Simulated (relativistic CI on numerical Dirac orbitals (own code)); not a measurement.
# Cr: the cost of one run

Program: relativistic CI on numerical Dirac orbitals (own code) version 3. Level of theory: charge-transfer multiplet model of a cubic metal-ligand cluster with up to 1 ligand holes, Slater and spin-orbit integrals from Dirac-Coulomb-Breit ions, Slater integrals scaled by 0.9. These are calculated values, not measurements, unless marked.

### Step 1. The system

```
ion                  : Cr³⁺ (Cr IV)
nuclear charge       : 24
electrons            : 21
d electrons          : 3
ligand holes at most : 1
parameters           : in eV; Veg, Vt2g hoppings, tenDq and tenDqL metal and ligand splittings (negative tenDq: tetrahedral), red the scaling of hopping with a core hole
temperature          : 300 K
widths               : Lorentz 0.6 eV, Gauss 0.8 eV
```

### Step 2. Delta = 5.1 eV

Settings, as recorded:

```ini
cluster ion=Cr3+ d3 ligand_holes=1 slater_scale=0.9
Delta=5.1 Udd=6.4 Upd=7.1 tenDq=0.95 tenDqL=1.4 Veg=3.25 Vt2g=-1.67 red=1
spectrum xps 2p T=300 lorentz=0.6 gauss=0.8
```

Command:

```console
$ python run_levels.py task.json out
```

One command runs all members of the session, one after another, from task.json.

What time and memory should one allow on 1 thread of Intel Xeon 6975P-C, shared host?

About 2.5 s, with a peak of 0.21 GiB.
